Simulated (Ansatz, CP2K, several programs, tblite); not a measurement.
Energy against volume for PbO2 built on the rutile prototype, at fixed shape and fractional coordinates, computed by several methods (PBE and r2SCAN, where shown, with plane waves in Ansatz); the cell shown is that of r2SCAN. With free coordinates or axes held, a curve is too stiff, and on another method's shape its minimum isn't the method's own volume. Space group P4_2/mnm (No. 136), tetragonal; conventional cell a = 4.984 Å, c = 3.408 Å, 14.11 Å³ an atom. Around Pb lie 6 O at 2.17–2.18 Å; around O lie 3 Pb at 2.17–2.18 Å. No spin polarisation and no zero-point or thermal motion. Energies count from each curve's lowest point; fits are third-order Birch-Murnaghan.

```xyz
6
Lattice="4.9838 0.0000 0.0000 0.0000 4.9838 0.0000 0.0000 0.0000 3.4076" Properties=species:S:1:pos:R:3 pbc="T T T"
Pb    0.0000    0.0000    0.0000
Pb    2.4919    2.4919    1.7038
O     1.5311    1.5311    0.0000
O     0.9608    4.0230    1.7038
O     4.0230    0.9608    1.7038
O     3.4527    3.4527    0.0000
```

Q: GFN1-xTB (tblite), on the shape of the cell shown, as a cluster of 72 atoms at the zone centre, gives
```tsv
V (Å³/atom)	E (meV/atom)
12.414	21.40
13.260	0.00
14.107	17.05
14.953	61.47
15.800	125.51
```
What equilibrium volume and bulk modulus follow?

A: V₀ = 13.26 Å³ an atom and B₀ = 113 GPa.

Q: PBE/SZV (CP2K), on the shape of the cell shown, gives

| V (Å³/atom) | E (meV/atom) |
| --- | --- |
| 12.414 | 295.73 |
| 13.260 | 137.42 |
| 14.107 | 47.09 |
| 14.953 | 5.39 |
| 15.800 | 0.00 |

What equilibrium volume and bulk modulus follow?

A: V₀ = 15.52 Å³ an atom and B₀ = 100 GPa. The lowest point lies at an end of the range, so the fit is barely bracketed.

PBE/DZVP (CP2K), on the shape of the cell shown:
```
V (Å³/atom)  E (meV/atom)
     12.414        191.61
     13.260         71.25
     14.107         13.55
     14.953          0.00
     15.800         18.77
```
V₀ = 14.84 Å³ an atom and B₀ = 110 GPa.

light PBE (260 eV and a coarse mesh), on the shape of the cell shown:
```
V (Å³/atom)  E (meV/atom)
     12.978         88.61
     13.543         37.77
     14.107          7.87
     14.671          6.76
     15.235          0.00
     15.800         48.04
```
The points scatter about the fit by more than 0.3 meV an atom, since at so low a cutoff the number of plane waves jumps with the volume, so no fit is quoted.

PBE, on the shape of its own relaxed cell:

| V (Å³/atom) | E (meV/atom) |
| --- | --- |
| 13.925 | 22.90 |
| 14.369 | 5.26 |
| 14.814 | 0.00 |
| 15.258 | 4.96 |
| 15.703 | 18.45 |

V₀ = 14.81 Å³ an atom and B₀ = 123 GPa.
